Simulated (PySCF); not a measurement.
# A gas-phase reaction: GeH4O + CH4O → CH6GeO + H2O

What reaction energy should one expect for `[OH][GeH3]` + `CO` → `C[O][GeH3]` + `O`?

Computed with PySCF 2.14.0; each step states its level. No surroundings beyond the atoms listed, unless a continuum is named. Atoms count from 0, parts from 1.

## Step 1: Starting point

Each species was relaxed by itself at PBE0-D3(BJ)/def2-SVPD.

## Step 2: Energies of the species: wB97M-D3(BJ)/def2-TZVPD

Job settings and geometry (Å):

```
{"job": {"kind": "react", "xc": "wB97M-D3(BJ)", "basis": "def2-TZVPD"}, "charge": 0, "multiplicity": 1}
-1 GeH4O charge 0 multiplicity 1
Ge     0.077220     0.353340    -0.111020
O     -0.091710    -1.421340    -0.316000
H      1.057940     0.650350     1.038900
H      0.624750     0.830000    -1.458640
H     -1.299540     0.972480     0.194910
H     -0.432710    -1.875150     0.459240

-1 CH4O charge 0 multiplicity 1
C     -0.341880    -0.002920     0.029890
O      0.986090    -0.021540     0.488670
H     -0.559680    -0.835080    -0.662370
H     -0.990360    -0.114380     0.908510
H     -0.602020     0.947920    -0.467480
H      1.584970     0.073130    -0.255050

+1 CH6GeO charge 0 multiplicity 1
Ge    -0.225570     1.326410    -0.297460
O     -0.268910    -0.063130     0.829550
C      0.190860    -1.311690     0.387670
H     -1.093800     0.991050    -1.526530
H      1.234460     1.560590    -0.733830
H     -0.786950     2.501560     0.506690
H     -0.394820    -1.693730    -0.469190
H      0.088980    -2.029470     1.214590
H      1.255690    -1.283980     0.089980

+1 H2O charge 0 multiplicity 1
O     -0.000500     0.389290     0.009200
H      0.763150    -0.193670    -0.003970
H     -0.762640    -0.195590    -0.005250
```

Level: wB97M-D3(BJ)/def2-TZVPD reaction energy of separated species, gas phase.

The run is started by

```
$ OMP_NUM_THREADS=1 python cluster_run.py task.json out
```

The driver reads the jobs from task.json and runs them one after another.

Output:

```text
species 1 (GeH4O)
coarse grid: 22488 points
cycle   1  E = -2154.5901956800  dE = -6.616e-01  |g| = 8.995e-01  |ddm| = 1.847e+00
cycle   2  E = -2154.5370146856  dE =  5.318e-02  |g| = 1.105e+00  |ddm| = 1.025e+00
cycle   3  E = -2154.7043274107  dE = -1.673e-01  |g| = 6.727e-02  |ddm| = 5.245e-01
cycle   4  E = -2154.7048993821  dE = -5.720e-04  |g| = 3.557e-02  |ddm| = 5.472e-02
cycle   5  E = -2154.7050508305  dE = -1.514e-04  |g| = 3.595e-03  |ddm| = 2.038e-02
cycle   6  E = -2154.7050550274  dE = -4.197e-06  |g| = 5.664e-04  |ddm| = 5.934e-03
final grid: 45736 points
cycle   7  E = -2154.7049721904  dE = -1.721e-07  |g| = 3.647e-04  |ddm| = 1.581e-03
cycle   8  E = -2154.7049721988  dE = -8.367e-09  |g| = 3.942e-04  |ddm| = 5.266e-04
cycle   9  E = -2154.7049722231  dE = -2.431e-08  |g| = 4.124e-05  |ddm| = 1.754e-04
cycle  10  E = -2154.7049722238  dE = -7.658e-10  |g| = 2.364e-05  |ddm| = 7.760e-05
converged SCF energy = -2154.7049722238

species 2 (CH4O)
coarse grid: 20248 points
cycle   1  E = -115.7314063333  dE =  7.122e-02  |g| = 5.636e-01  |ddm| = 1.531e+00
cycle   2  E = -115.7262065950  dE =  5.200e-03  |g| = 6.290e-01  |ddm| = 6.638e-01
cycle   3  E = -115.7900844052  dE = -6.388e-02  |g| = 2.852e-02  |ddm| = 2.810e-01
cycle   4  E = -115.7902426245  dE = -1.582e-04  |g| = 6.696e-03  |ddm| = 3.254e-02
cycle   5  E = -115.7902552366  dE = -1.261e-05  |g| = 1.489e-03  |ddm| = 1.020e-02
cycle   6  E = -115.7902558420  dE = -6.054e-07  |g| = 5.701e-04  |ddm| = 2.219e-03
final grid: 43904 points
cycle   7  E = -115.7902252980  dE = -7.378e-08  |g| = 4.610e-04  |ddm| = 2.972e-03
cycle   8  E = -115.7902253208  dE = -2.282e-08  |g| = 3.431e-04  |ddm| = 6.391e-04
cycle   9  E = -115.7902253464  dE = -2.558e-08  |g| = 1.492e-05  |ddm| = 2.056e-04
cycle  10  E = -115.7902253465  dE = -9.032e-11  |g| = 1.313e-05  |ddm| = 5.322e-05
converged SCF energy = -115.7902253465

species 3 (CH6GeO)
coarse grid: 32608 points
cycle   1  E = -2193.9104330041  dE = -4.955e-01  |g| = 8.825e-01  |ddm| = 2.353e+00
cycle   2  E = -2193.8575431698  dE =  5.289e-02  |g| = 1.090e+00  |ddm| = 1.170e+00
cycle   3  E = -2194.0185117377  dE = -1.610e-01  |g| = 7.411e-02  |ddm| = 5.839e-01
cycle   4  E = -2194.0192097396  dE = -6.980e-04  |g| = 3.926e-02  |ddm| = 7.228e-02
cycle   5  E = -2194.0194047566  dE = -1.950e-04  |g| = 4.027e-03  |ddm| = 2.635e-02
cycle   6  E = -2194.0194092637  dE = -4.507e-06  |g| = 1.200e-03  |ddm| = 6.788e-03
final grid: 67688 points
cycle   7  E = -2194.0193129995  dE = -3.052e-07  |g| = 8.157e-04  |ddm| = 3.558e-03
cycle   8  E = -2194.0193130673  dE = -6.772e-08  |g| = 6.482e-04  |ddm| = 1.065e-03
cycle   9  E = -2194.0193131476  dE = -8.034e-08  |g| = 5.304e-05  |ddm| = 4.089e-04
cycle  10  E = -2194.0193131484  dE = -7.558e-10  |g| = 3.008e-05  |ddm| = 8.757e-05
converged SCF energy = -2194.0193131484

species 4 (H2O)
coarse grid: 10128 points
cycle   1  E = -76.4117500265  dE = -7.453e-02  |g| = 5.872e-01  |ddm| = 8.994e-01
cycle   2  E = -76.4087430347  dE =  3.007e-03  |g| = 6.461e-01  |ddm| = 5.038e-01
cycle   3  E = -76.4759336277  dE = -6.719e-02  |g| = 2.731e-02  |ddm| = 2.374e-01
cycle   4  E = -76.4760588307  dE = -1.252e-04  |g| = 5.497e-03  |ddm| = 1.609e-02
cycle   5  E = -76.4760675075  dE = -8.677e-06  |g| = 8.214e-04  |ddm| = 5.831e-03
final grid: 21952 points
cycle   6  E = -76.4760630249  dE = -1.975e-07  |g| = 5.843e-04  |ddm| = 1.373e-03
cycle   7  E = -76.4760630317  dE = -6.844e-09  |g| = 6.465e-04  |ddm| = 6.469e-04
cycle   8  E = -76.4760630954  dE = -6.362e-08  |g| = 3.199e-05  |ddm| = 2.236e-04
cycle   9  E = -76.4760630962  dE = -8.227e-10  |g| = 4.134e-06  |ddm| = 1.105e-04
converged SCF energy = -76.4760630962

Reaction energy = -0.568 kcal/mol
```

Run time: 31 s. Hardware: 1 thread of Arm Neoverse N1, shared host; peak memory 0.66 GiB.

Species by species (with the dispersion term, which the log's SCF energies lack):

```csv
ν,species,energy (Eh),HOMO (eV)
-1,[OH][GeH3],-2154.70857,-10.90
-1,CO,-115.79380,-10.52
+1,C[O][GeH3],-2194.02645,-10.22
+1,O,-76.47682,-11.72
```

## Step 3: Reaction energy: PBE0-D3(BJ)/def2-TZVPD

Same as in step 2 but for these lines:

```diff
@@ -1,2 +1,2 @@
-{"job": {"kind": "react", "xc": "wB97M-D3(BJ)", "basis": "def2-TZVPD"}, "charge": 0, "multiplicity": 1}
+{"job": {"kind": "react", "xc": "PBE0", "basis": "def2-TZVPD", "disp": "d3bj"}, "charge": 0, "multiplicity": 1}
 -1 GeH4O charge 0 multiplicity 1
```

Method: PBE0-D3(BJ)/def2-TZVPD reaction energy of separated species, gas phase.

Output:

```text
species 1 (GeH4O)
coarse grid: 22488 points
cycle   1  E = -2154.1995255732  dE = -5.690e-01  |g| = 9.745e-01  |ddm| = 1.831e+00
cycle   2  E = -2153.8646827238  dE =  3.348e-01  |g| = 1.657e+00  |ddm| = 1.304e+00
cycle   3  E = -2154.3210304769  dE = -4.563e-01  |g| = 2.080e-01  |ddm| = 8.751e-01
cycle   4  E = -2154.3275686484  dE = -6.538e-03  |g| = 4.912e-02  |ddm| = 1.349e-01
cycle   5  E = -2154.3277764033  dE = -2.078e-04  |g| = 6.957e-03  |ddm| = 2.819e-02
cycle   6  E = -2154.3277872293  dE = -1.083e-05  |g| = 1.358e-03  |ddm| = 5.739e-03
cycle   7  E = -2154.3277876137  dE = -3.844e-07  |g| = 1.786e-04  |ddm| = 1.085e-03
final grid: 45736 points
cycle   8  E = -2154.3277761139  dE = -9.181e-09  |g| = 1.810e-04  |ddm| = 9.351e-04
cycle   9  E = -2154.3277761095  dE =  4.411e-09  |g| = 2.600e-04  |ddm| = 2.678e-04
cycle  10  E = -2154.3277761198  dE = -1.037e-08  |g| = 3.605e-05  |ddm| = 1.397e-04
cycle  11  E = -2154.3277761201  dE = -2.219e-10  |g| = 9.705e-06  |ddm| = 2.479e-05
converged SCF energy = -2154.3277761201

species 2 (CH4O)
coarse grid: 4656 points
cycle   1  E = -115.5795028533  dE =  6.206e-02  |g| = 5.865e-01  |ddm| = 1.557e+00
cycle   2  E = -115.4916041672  dE =  8.790e-02  |g| = 9.145e-01  |ddm| = 8.425e-01
cycle   3  E = -115.6420854582  dE = -1.505e-01  |g| = 4.540e-02  |ddm| = 4.745e-01
cycle   4  E = -115.6424130898  dE = -3.276e-04  |g| = 1.801e-02  |ddm| = 3.313e-02
cycle   5  E = -115.6424824990  dE = -6.941e-05  |g| = 4.966e-03  |ddm| = 1.212e-02
cycle   6  E = -115.6424877779  dE = -5.279e-06  |g| = 3.242e-04  |ddm| = 3.595e-03
final grid: 43904 points
cycle   7  E = -115.6393352441  dE = -2.381e-05  |g| = 6.930e-03  |ddm| = 7.238e-02
cycle   8  E = -115.6393283809  dE =  6.863e-06  |g| = 9.300e-03  |ddm| = 7.948e-03
cycle   9  E = -115.6393441632  dE = -1.578e-05  |g| = 8.562e-04  |ddm| = 4.305e-03
cycle  10  E = -115.6393443012  dE = -1.380e-07  |g| = 1.412e-04  |ddm| = 5.432e-04
cycle  11  E = -115.6393443055  dE = -4.264e-09  |g| = 1.565e-05  |ddm| = 1.017e-04
cycle  12  E = -115.6393443055  dE = -4.360e-11  |g| = 2.183e-06  |ddm| = 1.564e-05
converged SCF energy = -115.6393443055

species 3 (CH6GeO)
coarse grid: 32608 points
cycle   1  E = -2193.4734433486  dE = -4.860e-01  |g| = 9.259e-01  |ddm| = 2.365e+00
cycle   2  E = -2193.1752380781  dE =  2.982e-01  |g| = 1.578e+00  |ddm| = 1.400e+00
cycle   3  E = -2193.5793495752  dE = -4.041e-01  |g| = 2.178e-01  |ddm| = 9.139e-01
cycle   4  E = -2193.5863151574  dE = -6.966e-03  |g| = 4.741e-02  |ddm| = 1.508e-01
cycle   5  E = -2193.5865342410  dE = -2.191e-04  |g| = 7.128e-03  |ddm| = 3.376e-02
cycle   6  E = -2193.5865438447  dE = -9.604e-06  |g| = 2.192e-03  |ddm| = 7.525e-03
final grid: 67688 points
cycle   7  E = -2193.5865289196  dE =  4.079e-07  |g| = 2.717e-03  |ddm| = 4.944e-03
cycle   8  E = -2193.5865278588  dE =  1.061e-06  |g| = 3.653e-03  |ddm| = 3.191e-03
cycle   9  E = -2193.5865303989  dE = -2.540e-06  |g| = 4.977e-04  |ddm| = 1.816e-03
cycle  10  E = -2193.5865304471  dE = -4.821e-08  |g| = 2.734e-05  |ddm| = 2.941e-04
cycle  11  E = -2193.5865304472  dE = -7.003e-11  |g| = 4.641e-06  |ddm| = 2.060e-05
converged SCF energy = -2193.5865304472

species 4 (H2O)
coarse grid: 2328 points
cycle   1  E = -76.3044323158  dE = -5.298e-03  |g| = 6.571e-01  |ddm| = 9.011e-01
cycle   2  E = -76.1882128820  dE =  1.162e-01  |g| = 1.036e+00  |ddm| = 7.256e-01
cycle   3  E = -76.3820324975  dE = -1.938e-01  |g| = 3.132e-02  |ddm| = 4.396e-01
cycle   4  E = -76.3822147984  dE = -1.823e-04  |g| = 5.864e-03  |ddm| = 1.606e-02
cycle   5  E = -76.3822199374  dE = -5.139e-06  |g| = 7.850e-04  |ddm| = 2.507e-03
final grid: 21952 points
cycle   6  E = -76.3808944585  dE = -1.509e-05  |g| = 3.446e-03  |ddm| = 9.318e-03
cycle   7  E = -76.3808924956  dE =  1.963e-06  |g| = 4.749e-03  |ddm| = 3.319e-03
cycle   8  E = -76.3808962067  dE = -3.711e-06  |g| = 2.519e-04  |ddm| = 1.963e-03
cycle   9  E = -76.3808962174  dE = -1.062e-08  |g| = 2.400e-05  |ddm| = 1.101e-04
cycle  10  E = -76.3808962175  dE = -1.118e-10  |g| = 3.291e-06  |ddm| = 1.516e-05
converged SCF energy = -76.3808962175

Reaction energy = -0.735 kcal/mol
```

Run time: 18 s. Hardware: 1 thread of Arm Neoverse N1, shared host; peak memory 0.62 GiB.

Reaction energy at this level: -0.74 kcal/mol.

## Step 4: Energies of the species: MP2/def2-TZVPD

Same as in step 3 but for these lines:

```diff
@@ -1,2 +1,2 @@
-{"job": {"kind": "react", "xc": "PBE0", "basis": "def2-TZVPD", "disp": "d3bj"}, "charge": 0, "multiplicity": 1}
+{"job": {"kind": "react", "xc": "MP2", "basis": "def2-TZVPD"}, "charge": 0, "multiplicity": 1}
 -1 GeH4O charge 0 multiplicity 1
```

With the program's defaults for keys left out, this is: MP2/def2-TZVPD reaction energy of separated species, gas phase.

Output:

```text
species 1 (GeH4O)
final grid: 45736 points
cycle   1  E = -2152.5333683672  dE = -7.950e-01  |g| = 6.170e-01  |ddm| = 1.824e+00
cycle   2  E = -2152.5765518908  dE = -4.318e-02  |g| = 4.549e-01  |ddm| = 5.614e-01
cycle   3  E = -2152.6048298883  dE = -2.828e-02  |g| = 3.626e-02  |ddm| = 2.290e-01
cycle   4  E = -2152.6053453265  dE = -5.154e-04  |g| = 8.666e-03  |ddm| = 4.863e-02
cycle   5  E = -2152.6053683987  dE = -2.307e-05  |g| = 3.511e-03  |ddm| = 1.171e-02
cycle   6  E = -2152.6053704034  dE = -2.005e-06  |g| = 6.875e-04  |ddm| = 3.388e-03
cycle   7  E = -2152.6053705951  dE = -1.917e-07  |g| = 1.562e-04  |ddm| = 1.480e-03
cycle   8  E = -2152.6053706120  dE = -1.692e-08  |g| = 3.691e-05  |ddm| = 3.109e-04
cycle   9  E = -2152.6053706129  dE = -8.695e-10  |g| = 6.822e-06  |ddm| = 6.973e-05
converged SCF energy = -2152.6053706129

species 2 (CH4O)
final grid: 43904 points
cycle   1  E = -115.0461727635  dE =  5.900e-02  |g| = 4.729e-01  |ddm| = 1.453e+00
cycle   2  E = -115.0808527137  dE = -3.468e-02  |g| = 2.725e-01  |ddm| = 4.369e-01
cycle   3  E = -115.0930376662  dE = -1.218e-02  |g| = 3.975e-02  |ddm| = 1.287e-01
cycle   4  E = -115.0934378936  dE = -4.002e-04  |g| = 8.732e-03  |ddm| = 3.512e-02
cycle   5  E = -115.0934626444  dE = -2.475e-05  |g| = 2.139e-03  |ddm| = 8.122e-03
cycle   6  E = -115.0934644377  dE = -1.793e-06  |g| = 6.164e-04  |ddm| = 3.401e-03
cycle   7  E = -115.0934646346  dE = -1.969e-07  |g| = 1.503e-04  |ddm| = 1.292e-03
cycle   8  E = -115.0934646496  dE = -1.501e-08  |g| = 2.631e-05  |ddm| = 2.702e-04
cycle   9  E = -115.0934646501  dE = -4.522e-10  |g| = 5.169e-06  |ddm| = 8.301e-05
converged SCF energy = -115.0934646501

species 3 (CH6GeO)
final grid: 67688 points
cycle   1  E = -2191.5543344795  dE = -5.660e-01  |g| = 6.402e-01  |ddm| = 2.305e+00
cycle   2  E = -2191.6068463388  dE = -5.251e-02  |g| = 4.576e-01  |ddm| = 6.628e-01
cycle   3  E = -2191.6358995505  dE = -2.905e-02  |g| = 4.925e-02  |ddm| = 2.565e-01
cycle   4  E = -2191.6367066187  dE = -8.071e-04  |g| = 1.361e-02  |ddm| = 7.054e-02
cycle   5  E = -2191.6367538144  dE = -4.720e-05  |g| = 3.958e-03  |ddm| = 1.447e-02
cycle   6  E = -2191.6367572759  dE = -3.461e-06  |g| = 8.658e-04  |ddm| = 5.179e-03
cycle   7  E = -2191.6367575050  dE = -2.291e-07  |g| = 2.805e-04  |ddm| = 1.912e-03
cycle   8  E = -2191.6367575314  dE = -2.637e-08  |g| = 7.705e-05  |ddm| = 4.898e-04
cycle   9  E = -2191.6367575345  dE = -3.130e-09  |g| = 1.925e-05  |ddm| = 1.398e-04
cycle  10  E = -2191.6367575348  dE = -2.337e-10  |g| = 4.324e-06  |ddm| = 4.636e-05
converged SCF energy = -2191.6367575348

species 4 (H2O)
final grid: 21952 points
cycle   1  E = -76.0248948030  dE = -1.467e-01  |g| = 4.364e-01  |ddm| = 8.776e-01
cycle   2  E = -76.0503808992  dE = -2.549e-02  |g| = 2.594e-01  |ddm| = 2.972e-01
cycle   3  E = -76.0608898713  dE = -1.051e-02  |g| = 2.594e-02  |ddm| = 1.025e-01
cycle   4  E = -76.0610472294  dE = -1.574e-04  |g| = 5.694e-03  |ddm| = 1.523e-02
cycle   5  E = -76.0610615968  dE = -1.437e-05  |g| = 1.176e-03  |ddm| = 5.302e-03
cycle   6  E = -76.0610624865  dE = -8.897e-07  |g| = 2.235e-04  |ddm| = 1.658e-03
cycle   7  E = -76.0610625232  dE = -3.670e-08  |g| = 3.304e-05  |ddm| = 3.733e-04
cycle   8  E = -76.0610625239  dE = -6.661e-10  |g| = 4.159e-06  |ddm| = 3.886e-05
converged SCF energy = -76.0610625239

Reaction energy = -1.893 kcal/mol
```

Wall time 8 s (1 thread of Arm Neoverse N1, shared host); peak memory 0.5 GiB.

Reaction energy at this level: -1.89 kcal/mol.

## Step 5: Side by side

Energies in kcal/mol, with wall time:

```
                    run  reaction  time
wB97M-D3(BJ)/def2-TZVPD     -0.57  31 s
 PBE0-D3(BJ)/def2-TZVPD     -0.74  18 s
         MP2/def2-TZVPD     -1.89   8 s
```

## Step 6: Results

```
                                                quantity                    value
               reaction energy (wB97M-D3(BJ)/def2-TZVPD)           -0.57 kcal/mol
                     ΔH, ΔG at 298 K (xTB thermal terms)      -1.0, -0.4 kcal/mol
range of the reaction energy over the runs of this table  -1.89 to -0.57 kcal/mol
```

**Reading.** The reaction is exothermic by 1.0 kcal/mol in the gas phase; dispersion gives -0.46, and xTB itself gave 4.94 for the electronic energy (xTB energies and thermal terms come from the earlier relaxation of each species, not shown). No barrier was sought. The reaction energy runs from -1.89 (MP2/def2-TZVPD) to -0.57 kcal/mol (wB97M-D3(BJ)/def2-TZVPD).
